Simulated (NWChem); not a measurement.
**SbH3 (SMILES [H][Sb]([H])[H]) at M05/6-31G(d)/def2-SVP (core potential, Cartesian functions)**

What is the vertical electron affinity of SbH3 at M05/6-31G*/def2-SVP (core potential, Cartesian functions)? 

Program for the calculation: NWChem 7.3.0.

3 further runs of the same task are left out: 3 set aside as unsound or not needed.

### Step 1. Starting point

SbH3: 4 atoms, total charge 0, spin state singlet. As SMILES, `[H][Sb]([H])[H]`. Geometry: a GFN2-xTB relaxation, a rough one for these elements and not checked as a minimum.

Bond lengths: Sb1–H2 1.686 Å, Sb1–H3 1.685 Å, Sb1–H4 1.686 Å. Angles: H2–Sb1–H3 88.9°, H2–Sb1–H4 88.6°, H3–Sb1–H4 88.8°.

### Step 2. A single-point energy at M05/6-31G(d)/def2-SVP (core potential, Cartesian functions)

The input, mol.nw:

```
start mol
memory total 2200 mb

geometry units angstrom noautosym nocenter
   zmatrix
     Sb
     H 1 r2
     H 1 r3 2 a3
     H 1 r4 3 a4 2 d4
   variables
     r2 1.685555
     r3 1.685208
     a3 88.90319
     r4 1.686342
     a4 88.79031
     d4 -88.65656
   end
end

basis cartesian
   Sb library def2-SVP
   H library 6-31G*
end

ecp
   Sb library def2-ecp
end

dft
   xc m05
   grid coarse
   maxiter 150
   mulliken
   noprint "final vectors analysis"
end

task dft energy
```

Run with:

```bash
$ nwchem mol.nw > mol.out
```

Output:

```text
[...]
          Wavefunction type:  closed shell.
          No. of atoms     :     4
          No. of electrons :    26
[...]
          Charge           :     0
          Spin multiplicity:     1
[...]
          AO basis - number of functions:    34
[...]
              XC Information
              --------------
                          M05 Method XC Functional
                     Hartree-Fock (Exact) Exchange  0.280
                   M05 metaGGA Exchange Functional  0.720
                         M05 Correlation Potential  1.000
[...]
 d= 0,ls=0.0,diis     1   -241.9684377638 -2.64D+02  1.11D-02  6.62D-02     0.4
[...]
 d= 0,ls=0.0,diis     6   -241.9783469233 -2.16D-07  6.12D-06  4.29D-09     1.6
         Total DFT energy =     -241.978346923335
      One electron energy =     -465.887398069666
           Coulomb energy =      222.010173022513
    Exchange-Corr. energy =      -20.434834146644
 Nuclear repulsion energy =       22.333712270462
[...]
      Total Density - Mulliken Population Analysis
     ---------------------------------------------
    Atom       Charge   Shell Charges
 -----------   ------   -------------------------------------------------------
    1 Sb  23    22.92   2.11 -0.08  1.22  0.48  2.95  3.06  1.73  1.25  9.81  0.39
    2 H    1     1.03   0.48  0.54
    3 H    1     1.03   0.48  0.54
    4 H    1     1.03   0.48  0.54
[...]
```

Run time: 2.1 s. Hardware: 1 thread of Intel Xeon at 2.60GHz (Ice Lake), shared host; peak memory 0.11 GiB.

### Step 3. The doublet anion

The input, input.xyz:

```xyz
4
H3Sb energy
Sb    -0.005390     0.006960     0.745310
H      1.362810    -0.030960    -0.238400
H     -0.656650     1.191140    -0.261420
H     -0.700770    -1.167140    -0.245490
```

The input, run.py:

```python
from ase.io import read
from ase.calculators.nwchem import NWChem

molecule = read('input.xyz')

calc = NWChem(
    label='input',
    theory='dft',
    memory='2200 mb',
    basis={'Sb': 'def2-SVP', 'H': '6-31G*'},
    charge=-1,
    ecp={'Sb library': 'def2-ecp'},
    dft={'xc': 'm05', 'mult': '2', 'grid': 'coarse', 'iterations': '150', 'mulliken': None},
    task='energy',
)
molecule.calc = calc

e = molecule.get_potential_energy()
print(f"E = {e:.6f} eV")
```

Run with:

```bash
$ export ASE_NWCHEM_COMMAND="nwchem PREFIX.nwi > PREFIX.nwo"
$ python run.py
```

Output:

```text
E = -6582.090909 eV
```

The calculator wrote input.nwi:

```
title "input"

permanent_dir input

scratch_dir input

start input

geometry units angstrom nocenter noautosym noautoz
  Sb -5.3899999999999998e-03 6.9600000000000000e-03 7.4531000000000003e-01
  H  1.3628100000000001e+00 -3.0960000000000001e-02 -2.3840000000000000e-01
  H  -6.5664999999999996e-01 1.1911400000000001e+00 -2.6141999999999999e-01
  H  -7.0077000000000000e-01 -1.1671400000000001e+00 -2.4549000000000001e-01
end

charge -1

memory 2200 mb

basis noprint
  Sb library def2-SVP
   H library 6-31G*
end

ecp
  Sb library def2-ecp
end
dft
  xc m05
  mult 2
  grid coarse
  iterations 150
  mulliken
end

task dft energy
```

input.nwo, cut to the lines that bear on the results:

```text
[...]
  Singularity in Pulay matrix. Error and Fock matrices removed.
[... 6 lines left out ...]
  Singularity in Pulay matrix. Error and Fock matrices removed.
[... 2 lines left out ...]
[...]
  Singularity in Pulay matrix. Error and Fock matrices removed.
  Singularity in Pulay matrix. Error and Fock matrices removed.
[... 2 lines left out ...]
  Singularity in Pulay matrix. Error and Fock matrices removed.
[... 2 lines left out ...]
  Singularity in Pulay matrix. Error and Fock matrices removed.
[... 6 lines left out ...]
         Total DFT energy =     -241.887381390228
[...]
      <S2> =      0.7532 (Exact =     0.7500)
[...]
```

Wall time 22 s (1 thread of Intel Xeon at 2.60GHz (Ice Lake), shared host); peak memory 0.11 GiB.

### Step 4. Summary of results

At M05/6-31G*/def2-SVP (core potential, Cartesian functions):

| quantity | value |
| --- | --- |
| singlet SbH3: total energy | -241.97835 Eh |
| singlet SbH3: dipole moment | 0.38 D |
| doublet anion: total energy | -241.88738 Eh |
| doublet anion: HOMO energy (highest over α and β) | 4.44 eV |
| doublet anion: LUMO energy (lowest over α and β) | 6.26 eV |
| doublet anion: ⟨S²⟩ | 0.753 |
| vertical electron affinity (to the doublet anion) | -2.475 eV |

In words: The anion lies 2.48 eV (57 kcal/mol) above the neutral: the electron isn't bound at this level, and such a value depends on the basis. Without diffuse functions anions come out too high. Mulliken charges (singlet SbH3) run from -0.03 on H2 to +0.08 on Sb1; they depend strongly on the basis. Mulliken charges (doublet anion) run from -0.53 on Sb1 to -0.12 on H3. The HOMO (doublet anion) lies at positive energy, 4.44 eV; only total energies tell whether the electron is bound.
